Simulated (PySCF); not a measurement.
# C5H7GeN: the cost of one run

The runs use PySCF 2.14.0, with density-fitted response routines of our own; the level of theory stands in each step. All values are computed, except where a source is named. Atoms are numbered from 0 throughout.

**1. The molecule as given**

14 atoms, charge 0, multiplicity 1; geometry from: GFN2-xTB. The atoms were then displaced at random by about 0.01 Å, so the start is not that level's minimum.

Bonds of the start (Å): Ge0–C1 1.98, C1–C2 1.39, C2–C3 1.33, C3–C4 1.40, C4–C5 1.39, C5–N6 1.33, N6–C1 1.32, Ge0–H7 1.51, Ge0–H8 1.47, Ge0–H9 1.47, C2–H10 1.09, C3–H11 1.10, C4–H12 1.11, C5–H13 1.08.

**2. Relaxing the molecule at PBE0-D3(BJ)/def2-SVP**

Job settings and geometry (Å):

```
{"job": {"xc": "PBE0", "basis": "def2-SVP", "d3": "d3bj", "grid": 1, "shake": 0.01, "kind": "geom"}, "charge": 0, "multiplicity": 1}
Ge     2.492880     0.132810    -0.375160
C      0.540440     0.043150    -0.084970
C     -0.161620    -1.082690     0.334100
C     -1.481580    -1.006380     0.498450
C     -2.155580     0.183940     0.218610
C     -1.384180     1.268120    -0.193520
N     -0.061110     1.193610    -0.341930
H      3.018000     1.415810     0.218510
H      2.778010     0.194700    -1.819110
H      3.182260    -1.021250     0.220540
H      0.393420    -1.996130     0.553570
H     -2.071840    -1.869120     0.840310
H     -3.249570     0.302840     0.331140
H     -1.846680     2.225520    -0.408310
```

Command:

```console
$ OMP_NUM_THREADS=1 python probes_run.py task.json out
```

One launch serves the whole session: the jobs run in the order shown.

**Question.** How long does this first job take on 1 thread of Arm Neoverse V1, shared host, and how much memory does it need?

About 1.9 min, with a peak of 0.65 GiB.
